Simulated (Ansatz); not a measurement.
# Ti (reference phase): the cost of one run

Program: Ansatz 0.2.0. Level of theory: DFT PBE, with the methods named in each step. These are calculated values, not measurements.

### Step 1. The starting structure

It takes space group P6_3/mmc (No. 194, hexagonal). Conventional cell: a = 2.950 Å, b = 2.950 Å, c = 4.686 Å, α = 90.00°, β = 90.00°, γ = 120.00°. Ti (site symmetry -6m2) has 12 Ti at 2.90 to 2.95 Å as nearest neighbours.

As a file:

```
CELL_PARAMETERS angstrom
2.95000 0.00000 0.00000
-1.47500 2.55477 0.00000
0.00000 0.00000 4.68600
ATOMIC_POSITIONS crystal
Ti 0.33333 0.66667 0.25000
Ti 0.66667 0.33333 0.75000
```

Atoms are numbered in the order of the input: Ti1, Ti2.

### Step 2. Relaxed, PAW

input.yaml

```yaml
crystal:
  lattice:
    - [2.95, 0.0, 0.0]
    - [-1.475, 2.5547749412, 0.0]
    - [0.0, 0.0, 4.686]
  atoms:
    - { symbol: Ti, position: [0.3333333333, 0.6666666667, 0.25] }
    - { symbol: Ti, position: [0.6666666667, 0.3333333333, 0.75] }
kpoints:
  mp_grid: { grid: [20, 20, 11] }
scf:
  occupations: { method: fermi_dirac, width: 0.05 }
hamiltonian:
  xc: pbe
  pseudopotentials: { kind: paw }
output:
  forces: true
  stress: true
  write_density: true
  write_potential: true
  elf: true
  volumetric_format: npy
relax:
  f_tol: 0.003
  max_steps: 80
  cell: {}
```

Launch:

```bash
$ ansatz run input.yaml --threads 1 --pin off --max-ram 3072MiB --backend cpu --events-out ev --progress --plain --runs-dir out
```

Q: Estimate wall time and peak memory on 1 thread of Arm Neoverse V2, shared host.

About 37 s, with a peak of 0.42 GiB.
